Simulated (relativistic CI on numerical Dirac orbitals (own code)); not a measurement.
**Co³⁺: 1s photoemission with charge transfer**

Aim: the 1s photoemission spectrum of Co³⁺ in a cubic metal-ligand cluster, for 5 values of Delta.

Program: relativistic CI on numerical Dirac orbitals (own code) version 3. Level of theory: charge-transfer multiplet model of a cubic metal-ligand cluster with up to 2 ligand holes, Slater and spin-orbit integrals from Dirac-Coulomb-Breit ions, Slater integrals scaled by 0.8. These are calculated values, not measurements, unless marked.

### Step 1. Starting point

* ion: Co³⁺ (Co IV)
* nuclear charge: 27
* electrons: 24
* d electrons: 6
* ligand holes at most: 2
* parameters: in eV; Veg, Vt2g hoppings, tenDq and tenDqL metal and ligand splittings (negative tenDq: tetrahedral), red the scaling of hopping with a core hole
* temperature: 300 K
* widths: Lorentz 1.1 eV, Gauss 0.6 eV

### Step 2. Delta = 2.9 eV

Input settings:

```ini
cluster ion=Co3+ d6 ligand_holes=2 slater_scale=0.8
Delta=2.9 Udd=6.1 Upd=7.2 tenDq=0.85 tenDqL=0.2 Veg=2.05 Vt2g=-1.1 red=0.8
spectrum xps 1s T=300 lorentz=1.1 gauss=0.6
```

Command:

```bash
python run_levels.py task.json out
```

task.json lists these runs, among others, and the program works through them in turn.

The program writes no log. Results of the run, from its result record (rounded, main fields):

```text
{
  "status": "converged",
  "curve, one point in 4 above 2 % of the maximum [energy, intensity] [eV from the first main peak; 1/eV]": [
    [-4, 0.007172],
    [-3.6, 0.008703],
    [-3.2, 0.01081],
    [-2.8, 0.01381],
    [-2.4, 0.01834],
    [-2, 0.02561],
    [-1.6, 0.03835],
    [-1.2, 0.06328],
    [-0.8, 0.1166],
    [-0.4, 0.2141],
    [0, 0.2883],
    [0.4, 0.2332],
    [0.8, 0.1369],
    [1.2, 0.08606],
    [1.6, 0.06868],
    [2, 0.05874],
    [2.4, 0.04622],
    [2.8, 0.0403],
    [3.2, 0.04553],
    [3.6, 0.05338],
    [4, 0.0512],
    [4.4, 0.04944],
    [4.8, 0.06414],
    [5.2, 0.09974],
    [5.6, 0.1317],
    [6, 0.1151],
    [6.4, 0.074],
    [6.8, 0.04728],
    [7.2, 0.03481],
    [7.6, 0.02878],
    [8, 0.02275],
    [8.4, 0.01617],
    [8.8, 0.01216],
    [9.2, 0.01063],
    [9.6, 0.01001],
    [10, 0.008316],
    [10.4, 0.006076]
  ],
  "weights": [0.754283, 0.233959, 0.0117579],
  "n_d": 6.25748,
  "n_eg": 2.17739,
  "ground_S": 1.99755,
  "ground_energy [eV]": -6.1078,
  "cluster_levels [E_eV, degeneracy, S, weight_dn]": [
    [1.243e-14, 3, 1.998, 0.7544],
    [0.0307, 2, 1.996, 0.7541],
    [0.03392, 3, 1.997, 0.7542],
    [0.07496, 1, 1.991, 0.7535],
    [0.08196, 3, 1.994, 0.7538],
    [0.08641, 3, 1.996, 0.7538],
    [0.8611, 1, 0.4534, 0.5801],
    [0.9861, 2, 1.004, 0.6008],
    [0.9932, 3, 1.006, 0.6013],
    [1.051, 3, 1.01, 0.6005],
    [1.171, 1, 0.778, 0.5881],
    [1.272, 2, 1.987, 0.7797],
    [1.273, 3, 1.991, 0.7807],
    [1.273, 3, 1.989, 0.7803],
    [1.273, 1, 1.993, 0.7811],
    [1.274, 1, 1.992, 0.7812],
    [1.414, 3, 1.003, 0.5766],
    [1.425, 2, 1.015, 0.5764],
    [1.469, 3, 1.009, 0.5783],
    [1.488, 1, 1.007, 0.5793],
    [2.038, 3, 0.4321, 0.6052],
    [2.152, 2, 1.003, 0.6242],
    "... 2 more rows left out ..."
  ],
  "atomic [eV]": {"ground": {"F2dd": 10.0846, "F4dd": 6.29944, "zeta_d": 0.0711954}, "final": {"F2dd": 11.4091, "F4dd": 7.1596, "zeta_d": 0.100545, "zeta_core": 0.0, "G2cd": 0.0657516}}
}
```

Run time: 2.5 s. Hardware: 1 thread of Intel Xeon Platinum 8375C at 2.90GHz, shared host; peak memory 0.19 GiB.

### Step 3. Delta = -0.1 eV

Input settings:

```ini
cluster ion=Co3+ d6 ligand_holes=2 slater_scale=0.8
Delta=-0.1 Udd=6.1 Upd=7.2 tenDq=0.85 tenDqL=0.2 Veg=2.05 Vt2g=-1.1 red=0.8
spectrum xps 1s T=300 lorentz=1.1 gauss=0.6
```

Result record:

```text
{
  "status": "converged",
  "curve, one point in 7 above 2 % of the maximum [energy, intensity] [eV from the first main peak; 1/eV]": [
    [-4.5, 0.005674],
    [-3.8, 0.007792],
    [-3.1, 0.01144],
    [-2.4, 0.01861],
    [-1.7, 0.03582],
    [-1, 0.09173],
    [-0.3, 0.2467],
    [0.4, 0.2095],
    [1.1, 0.08902],
    [1.8, 0.05677],
    [2.5, 0.03377],
    [3.2, 0.02856],
    [3.9, 0.03346],
    [4.6, 0.04923],
    [5.3, 0.06279],
    [6, 0.05944],
    [6.7, 0.06707],
    [7.4, 0.05471],
    [8.1, 0.02677],
    [8.8, 0.01951],
    [9.5, 0.03231],
    [10.2, 0.0606],
    [10.9, 0.03309],
    [11.6, 0.01266],
    [12.3, 0.006762]
  ],
  "weights": [0.516654, 0.439464, 0.0438816],
  "n_d": 6.52723,
  "n_eg": 2.32523,
  "ground_S": 1.98949,
  "ground_energy [eV]": -7.23811,
  "cluster_levels [E_eV, degeneracy, S, weight_dn]": [
    [1.066e-14, 3, 1.996, 0.5179],
    [0.02688, 2, 1.981, 0.515],
    [0.03173, 3, 1.989, 0.5164],
    [0.06113, 1, 1.887, 0.5002],
    [0.07621, 3, 1.975, 0.5141],
    [0.08093, 3, 1.975, 0.5139],
    [0.186, 1, 0.5109, 0.3532],
    [0.3891, 2, 1.025, 0.3452],
    [0.3997, 3, 1.041, 0.3477],
    [0.4541, 3, 1.051, 0.347],
    [0.5366, 1, 0.9233, 0.3424],
    [0.6997, 3, 1.002, 0.3053],
    [0.7072, 2, 1.005, 0.3048],
    [0.7565, 3, 1.003, 0.3048],
    [0.7767, 1, 1, 0.3044],
    [1.348, 3, 1.918, 0.5127],
    [1.348, 1, 1.952, 0.5182],
    [1.352, 2, 1.971, 0.5217],
    [1.355, 3, 1.983, 0.524],
    [1.357, 1, 1.996, 0.5264],
    [1.433, 3, 0.3888, 0.3538],
    [1.611, 2, 1.039, 0.3434],
    "... 2 more rows left out ..."
  ],
  "atomic [eV]": {"ground": {"F2dd": 10.0846, "F4dd": 6.29944, "zeta_d": 0.0711954}, "final": {"F2dd": 11.4091, "F4dd": 7.1596, "zeta_d": 0.100545, "zeta_core": 0.0, "G2cd": 0.0657516}}
}
```

Wall time 2.5 s (1 thread of Intel Xeon Platinum 8375C at 2.90GHz, shared host); peak memory 0.2 GiB.

### Step 4. Delta = 0.9 eV

Input settings:

```ini
cluster ion=Co3+ d6 ligand_holes=2 slater_scale=0.8
Delta=0.9 Udd=6.1 Upd=7.2 tenDq=0.85 tenDqL=0.2 Veg=2.05 Vt2g=-1.1 red=0.8
spectrum xps 1s T=300 lorentz=1.1 gauss=0.6
```

Result record:

```text
{
  "status": "converged",
  "curve, one point in 7 above 2 % of the maximum [energy, intensity] [eV from the first main peak; 1/eV]": [
    [-3.8, 0.007707],
    [-3.1, 0.01129],
    [-2.4, 0.0183],
    [-1.7, 0.03506],
    [-1, 0.08941],
    [-0.3, 0.2427],
    [0.4, 0.2063],
    [1.1, 0.08734],
    [1.8, 0.05884],
    [2.5, 0.03613],
    [3.2, 0.03018],
    [3.9, 0.03289],
    [4.6, 0.0479],
    [5.3, 0.07525],
    [6, 0.07568],
    [6.7, 0.07375],
    [7.4, 0.06315],
    [8.1, 0.03378],
    [8.8, 0.03278],
    [9.5, 0.04832],
    [10.2, 0.02501],
    [10.9, 0.01046],
    [11.6, 0.005967]
  ],
  "weights": [0.611212, 0.360581, 0.0282079],
  "n_d": 6.417,
  "n_eg": 2.27079,
  "ground_S": 1.99534,
  "ground_energy [eV]": -6.76856,
  "cluster_levels [E_eV, degeneracy, S, weight_dn]": [
    [8.882e-15, 3, 1.998, 0.6116],
    [0.02914, 2, 1.991, 0.6104],
    [0.03296, 3, 1.994, 0.611],
    [0.07075, 1, 1.976, 0.6081],
    [0.07946, 3, 1.988, 0.6099],
    [0.08412, 3, 1.99, 0.61],
    [0.4181, 1, 0.3544, 0.4197],
    [0.5995, 2, 1.01, 0.4295],
    [0.6082, 3, 1.016, 0.4307],
    [0.6637, 3, 1.023, 0.4299],
    [0.7563, 1, 0.8732, 0.4239],
    [0.9543, 3, 0.9992, 0.3911],
    [0.9624, 2, 1.004, 0.3905],
    [1.011, 3, 1.003, 0.3916],
    [1.032, 1, 1.002, 0.3918],
    [1.332, 1, 1.982, 0.6291],
    [1.332, 3, 1.984, 0.6293],
    [1.333, 2, 1.988, 0.63],
    [1.335, 3, 1.992, 0.6306],
    [1.336, 1, 1.996, 0.6313],
    [1.649, 3, 0.2962, 0.4318],
    [1.81, 2, 1.012, 0.4353],
    "... 2 more rows left out ..."
  ],
  "atomic [eV]": {"ground": {"F2dd": 10.0846, "F4dd": 6.29944, "zeta_d": 0.0711954}, "final": {"F2dd": 11.4091, "F4dd": 7.1596, "zeta_d": 0.100545, "zeta_core": 0.0, "G2cd": 0.0657516}}
}
```

It took 2.5 s on 1 thread of Intel Xeon Platinum 8375C at 2.90GHz, shared host; peak memory 0.19 GiB.

### Step 5. Delta = 3.9 eV

Input settings:

```ini
cluster ion=Co3+ d6 ligand_holes=2 slater_scale=0.8
Delta=3.9 Udd=6.1 Upd=7.2 tenDq=0.85 tenDqL=0.2 Veg=2.05 Vt2g=-1.1 red=0.8
spectrum xps 1s T=300 lorentz=1.1 gauss=0.6
```

Result record:

```text
{
  "status": "converged",
  "curve, one point in 6 above 2 % of the maximum [energy, intensity] [eV from the first main peak; 1/eV]": [
    [-4, 0.007801],
    [-3.4, 0.01058],
    [-2.8, 0.01523],
    [-2.2, 0.02396],
    [-1.6, 0.04335],
    [-1, 0.09788],
    [-0.4, 0.2445],
    [0.2, 0.2912],
    [0.8, 0.1375],
    [1.4, 0.07376],
    [2, 0.05999],
    [2.6, 0.04628],
    [3.2, 0.05516],
    [3.8, 0.06919],
    [4.4, 0.05973],
    [5, 0.09026],
    [5.6, 0.1127],
    [6.2, 0.05733],
    [6.8, 0.02585],
    [7.4, 0.01542],
    [8, 0.01154],
    [8.6, 0.009089],
    [9.2, 0.006308]
  ],
  "weights": [0.803435, 0.188793, 0.00777227],
  "n_d": 6.20434,
  "n_eg": 2.14368,
  "ground_S": 1.9979,
  "ground_energy [eV]": -5.87824,
  "cluster_levels [E_eV, degeneracy, S, weight_dn]": [
    [7.994e-15, 3, 1.998, 0.8035],
    [0.03101, 2, 1.996, 0.8033],
    [0.03413, 3, 1.998, 0.8034],
    [0.07574, 1, 1.993, 0.803],
    [0.08254, 3, 1.995, 0.8031],
    [0.08696, 3, 1.996, 0.8031],
    [1.044, 1, 0.5245, 0.653],
    [1.141, 2, 1.003, 0.674],
    [1.148, 3, 1.005, 0.6743],
    [1.206, 3, 1.01, 0.6739],
    [1.243, 3, 1.995, 0.8297],
    [1.243, 3, 1.995, 0.8298],
    [1.243, 3, 1.993, 0.8293],
    [1.244, 1, 1.993, 0.8295],
    [1.344, 1, 0.7184, 0.6578],
    [1.591, 3, 0.9949, 0.6573],
    [1.602, 2, 1.004, 0.6564],
    [1.644, 3, 1.003, 0.6595],
    [1.661, 1, 1.002, 0.661],
    [2.187, 3, 0.5412, 0.6822],
    [2.275, 2, 1.002, 0.7021],
    [2.282, 3, 1.001, 0.7013],
    "... 2 more rows left out ..."
  ],
  "atomic [eV]": {"ground": {"F2dd": 10.0846, "F4dd": 6.29944, "zeta_d": 0.0711954}, "final": {"F2dd": 11.4091, "F4dd": 7.1596, "zeta_d": 0.100545, "zeta_core": 0.0, "G2cd": 0.0657516}}
}
```

Wall time 2.4 s (1 thread of Intel Xeon Platinum 8375C at 2.90GHz, shared host); peak memory 0.2 GiB.

### Step 6. Delta = 5.9 eV

Input settings:

```ini
cluster ion=Co3+ d6 ligand_holes=2 slater_scale=0.8
Delta=5.9 Udd=6.1 Upd=7.2 tenDq=0.85 tenDqL=0.2 Veg=2.05 Vt2g=-1.1 red=0.8
spectrum xps 1s T=300 lorentz=1.1 gauss=0.6
```

Result record:

```text
{
  "status": "converged",
  "curve, one point in 5 above 2 % of the maximum [energy, intensity] [eV from the first main peak; 1/eV]": [
    [-3.5, 0.01173],
    [-3, 0.01578],
    [-2.5, 0.0224],
    [-2, 0.0343],
    [-1.5, 0.05882],
    [-1, 0.1187],
    [-0.5, 0.2627],
    [0, 0.3879],
    [0.5, 0.2607],
    [1, 0.1213],
    [1.5, 0.06681],
    [2, 0.05156],
    [2.5, 0.04947],
    [3, 0.0466],
    [3.5, 0.05765],
    [4, 0.06828],
    [4.5, 0.05106],
    [5, 0.04446],
    [5.5, 0.0505],
    [6, 0.03692],
    [6.5, 0.01941],
    [7, 0.0113]
  ],
  "weights": [0.869819, 0.126541, 0.00364019],
  "n_d": 6.13382,
  "n_eg": 2.09706,
  "ground_S": 1.99823,
  "ground_energy [eV]": -5.5467,
  "cluster_levels [E_eV, degeneracy, S, weight_dn]": [
    [1.243e-14, 3, 1.999, 0.8699],
    [0.03134, 2, 1.997, 0.8698],
    [0.03439, 3, 1.998, 0.8698],
    [0.07653, 1, 1.995, 0.8696],
    [0.08322, 3, 1.996, 0.8696],
    [0.08765, 3, 1.997, 0.8696],
    [1.19, 1, 1.998, 0.8919],
    [1.19, 3, 1.997, 0.8918],
    [1.191, 2, 1.996, 0.8917],
    [1.191, 3, 1.996, 0.8917],
    [1.192, 1, 1.995, 0.8915],
    [1.318, 1, 0.6587, 0.768],
    [1.37, 2, 1.002, 0.7835],
    [1.377, 3, 1.003, 0.7836],
    [1.436, 3, 1.005, 0.7833],
    [1.617, 1, 0.5869, 0.7633],
    [1.841, 3, 0.9921, 0.7789],
    [1.854, 2, 1.002, 0.7782],
    [1.889, 3, 1.001, 0.7812],
    [1.903, 1, 1.001, 0.7827],
    [2.389, 3, 0.7526, 0.8001],
    [2.439, 2, 1.001, 0.8121],
    "... 2 more rows left out ..."
  ],
  "atomic [eV]": {"ground": {"F2dd": 10.0846, "F4dd": 6.29944, "zeta_d": 0.0711954}, "final": {"F2dd": 11.4091, "F4dd": 7.1596, "zeta_d": 0.100545, "zeta_core": 0.0, "G2cd": 0.0657516}}
}
```

Wall time 2.4 s (1 thread of Intel Xeon Platinum 8375C at 2.90GHz, shared host); peak memory 0.19 GiB.

### Step 7. Comparison

| run | d count | weight without ligand hole | ground S | up to four highest peaks (% of the highest), eV from the first main peak |
| --- | --- | --- | --- | --- |
| Delta = 2.9 eV | 6.26 | 0.75 | 2.00 | 0.0 (100), 3.7 (19), 5.7 (46) |
| Delta = -0.1 eV | 6.53 | 0.52 | 1.99 | 0.0 (100), 5.4 (23), 6.9 (25), 10.2 (22) |
| Delta = 0.9 eV | 6.42 | 0.61 | 2.00 | 0.0 (100), 5.6 (29), 6.9 (28), 9.5 (18) |
| Delta = 3.9 eV | 6.20 | 0.80 | 2.00 | 0.0 (100), 3.7 (22), 5.4 (37) |
| Delta = 5.9 eV | 6.13 | 0.87 | 2.00 | 0.0 (100), 3.9 (18), 5.5 (13) |

### Step 8. What came out

```
                           quantity         value
                            d count  6.13 to 6.53
ground spin (effective S from ⟨S²⟩)          2.00
```

In words: From Delta = -0.1 eV to Delta = 5.9 eV the ground-state d count goes from 6.53 to 6.13. In the first run d6 holds 75 % of the ground state. The cluster parameters are drawn, not fitted to a compound.
